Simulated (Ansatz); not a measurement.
# La2Fe2S2O3: the cost of one run

Program: Ansatz 0.2.0. Level of theory: DFT LDA+U (U = 3 eV, J = 0.7 eV on Fe d), plane waves, PAW, no spin–orbit coupling unless a run says so. These are calculated values, not measurements.

## (1) The system as given

The structure is tetragonal, space group I4/mmm (No. 139). The conventional cell has a = 4.048 Å, b = 4.048 Å, c = 18.184 Å, α = 90.00°, β = 90.00°, γ = 90.00°. Fe (site symmetry mmm) has 2 O at 2.02 Å and 4 S at 2.66 Å as nearest neighbours. La (site symmetry 4mm) has 4 O at 2.37 Å as nearest neighbours. O (site symmetry -4m2) is surrounded by 4 La at 2.37 Å. O (site symmetry 4/mmm) has 4 Fe at 2.02 Å as nearest neighbours. S (site symmetry 4mm) has 4 Fe at 2.66 Å as nearest neighbours.

Structure file:

```cif
data_structure
_symmetry_space_group_name_H-M 'I4/mmm'
_symmetry_Int_Tables_number 139
_cell_length_a 4.0478
_cell_length_b 4.0478
_cell_length_c 18.1844
_cell_angle_alpha 90.000
_cell_angle_beta 90.000
_cell_angle_gamma 90.000
_cell_volume 297.94
loop_
_atom_site_label
_atom_site_type_symbol
_atom_site_symmetry_multiplicity
_atom_site_Wyckoff_symbol
_atom_site_fract_x
_atom_site_fract_y
_atom_site_fract_z
_atom_site_occupancy
Fe1 Fe 4 c 0.00000 0.50000 0.00000 1
La1 La 4 e 0.00000 0.00000 0.18180 1
O1 O 4 d 0.00000 0.50000 0.25000 1
O2 O 2 a 0.00000 0.00000 0.00000 1
S1 S 4 e 0.00000 0.00000 0.40491 1
```

Magnetic order typed: opposed in the cell.

## (2) From atoms, symmetry kept, no search

The input, input.yaml:

```yaml
crystal:
  lattice:
    - [-2.02387697, 2.02387697, 9.09222188]
    - [2.02387697, -2.02387697, 9.09222188]
    - [2.02387697, 2.02387697, -9.09222188]
  atoms:
    - { symbol: Fe, position: [0.5, 0.0, 0.5], spin: 4.0 }
    - { symbol: Fe, position: [0.0, 0.5, 0.5], spin: -4.0 }
    - { symbol: La, position: [0.181801, 0.181801, 0.0] }
    - { symbol: La, position: [0.818199, 0.818199, 0.0] }
    - { symbol: O, position: [0.75, 0.25, 0.5] }
    - { symbol: O, position: [0.25, 0.75, 0.5] }
    - { symbol: O, position: [0.0, 0.0, 0.0] }
    - { symbol: S, position: [0.404915, 0.404915, 0.0] }
    - { symbol: S, position: [0.595085, 0.595085, 0.0] }
basis:
  ecutwfc: 420
  ecutrho_ratio: 4
kpoints:
  mp_grid: { grid: [7, 7, 7] }
hamiltonian:
  xc: lda
  hubbard:
    sites:
      - { site: 0, l: d, u: 3.0, j: 0.7 }
      - { site: 1, l: d, u: 3.0, j: 0.7 }
scf:
  occupations: { method: gaussian, width: 0.05 }
  lower_state_search: "off"
  max_iter: 150
output:
  forces: true
  stress: true
  eigenvalues: true
  populations: true
  hubbard: { sites: [{ site: 0, l: d }, { site: 1, l: d }] }
magnetization:
  spin_polarized: true
```

Launch:

```console
> ansatz run input.yaml --threads 4 --pin off --max-ram 6144MiB --backend cpu --events-out ev --progress --plain --runs-dir out
```

What time and memory should one allow on 4 threads of Intel Xeon 6975P-C (Granite Rapids), shared host?

About 15 s, with a peak of 1.5 GiB.
